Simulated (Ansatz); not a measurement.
# CH₆OSiSn: up Jacob's ladder to CCSD(T)

One table from this session's results is given with a row withheld; the runs are named, their logs left out.

Computed with Ansatz 0.2.0, Gaussian basis. Level: functionals in def2-TZVPP, the program's frozen cores in correlated methods.

The runs, in order: PBE-D4, r2SCAN-D4, PBE0-D4, B3LYP-D4, ωB97X-V, ωB97M-V, B2PLYP; CCSD(T)/def2-TZVPP; MP2/def2-QZVPP; extrapolation to the limit.

### The geometry

All runs share one geometry, relaxed beforehand with PBE0-D4 in a triple-zeta def2 set. Sn takes the def2 core potential; no spin-orbit term is included.

SMILES `O[SiH]1[CH2][SnH2]1`, 10 atoms, charge 0, spin multiplicity 1.

Atoms are counted from 1 here; the program's logs count them from 0.

Bond lengths: O1–Si2 1.640 Å, O1–H5 0.959 Å, Si2–C3 1.826 Å, Si2–Sn4 2.483 Å, Si2–H6 1.486 Å, C3–Sn4 2.272 Å, C3–H7 1.088 Å, C3–H8 1.087 Å, Sn4–H9 1.704 Å, Sn4–H10 1.702 Å. Angles: Si2–O1–H5 117.8°, O1–Si2–C3 117.0°, O1–Si2–Sn4 123.8°, O1–Si2–H6 113.2°, C3–Si2–Sn4 61.4°, C3–Si2–H6 116.9°, Sn4–Si2–H6 115.2°, Si2–C3–Sn4 73.7°, Si2–C3–H7 117.2°, Si2–C3–H8 119.6°, Sn4–C3–H7 109.2°, Sn4–C3–H8 119.2°, H7–C3–H8 112.4°, Si2–Sn4–C3 44.9°, Si2–Sn4–H9 123.1°, Si2–Sn4–H10 124.8°, C3–Sn4–H9 111.4°, C3–Sn4–H10 107.3° and more.

Set-up of the first run:

Contents of in.yaml:

```yaml
crystal:
  periodic: [false, false, false]
  atoms:
    - {symbol: O, position_ang: [-0.953420, -0.495935, -2.041714]}
    - {symbol: Si, position_ang: [-0.820660, -0.468577, -0.407786]}
    - {symbol: C, position_ang: [0.830047, -0.808750, 0.295205]}
    - {symbol: Sn, position_ang: [0.328124, 1.335230, 0.854490]}
    - {symbol: H, position_ang: [-1.681642, -0.015736, -2.439939]}
    - {symbol: H, position_ang: [-1.984736, -1.080450, 0.283216]}
    - {symbol: H, position_ang: [1.672627, -0.810926, -0.393842]}
    - {symbol: H, position_ang: [0.936179, -1.551574, 1.081274]}
    - {symbol: H, position_ang: [0.191554, 1.522815, 2.542241]}
    - {symbol: H, position_ang: [1.564927, 2.322704, 0.229655]}
basis:
  gaussian: {orbitals: def2-TZVPP}
hamiltonian: {xc: pbe, dispersion: d4}
output: {forces: true, orbitals: {seedname: orbitals}}
```

Run with:

```bash
ansatz run in.yaml --threads 4 --pin off --events-out ev --progress --plain --max-ram 10444MiB
```

Steps of the session up to this table: PBE-D4 (GGA); r2SCAN-D4 (meta-GGA); PBE0-D4 (hybrid); B3LYP-D4 (hybrid); ωB97X-V (range-separated); ωB97M-V (range-separated); B2PLYP (double hybrid); CCSD(T) in def2-TZVPP; MP2 in def2-QZVPP.

One of the session's tables, all rows but one given; the rest of the session is left out.

```
            method  atomisation energy (kJ/mol)
            PBE-D4                       3221.4
         r2SCAN-D4                            ?
           PBE0-D4                       3171.7
          B3LYP-D4                       3175.2
           ωB97X-V                       3210.0
           ωB97M-V                       3195.4
            B2PLYP                       3141.9
     HF/def2-TZVPP                       2246.2
    MP2/def2-TZVPP                       3140.8
   CCSD/def2-TZVPP                       3068.5
CCSD(T)/def2-TZVPP                       3121.4
           MP2/CBS                       3238.0
       CCSD(T)/CBS                       3218.6
```

Q: Estimate the row for r2SCAN-D4 from the others.

As computed: atomisation energy (kJ/mol): 3203.0. In the column «atomisation energy (kJ/mol)» it lies between ωB97M-V (3195.4) and ωB97X-V (3210.0).

To keep in mind: Free atoms (1 O, 1 Si, 1 C, 1 Sn, 6 H) were run apart at each level; the atomisation energy is their sum less the molecule, without zero-point or spin-orbit terms.
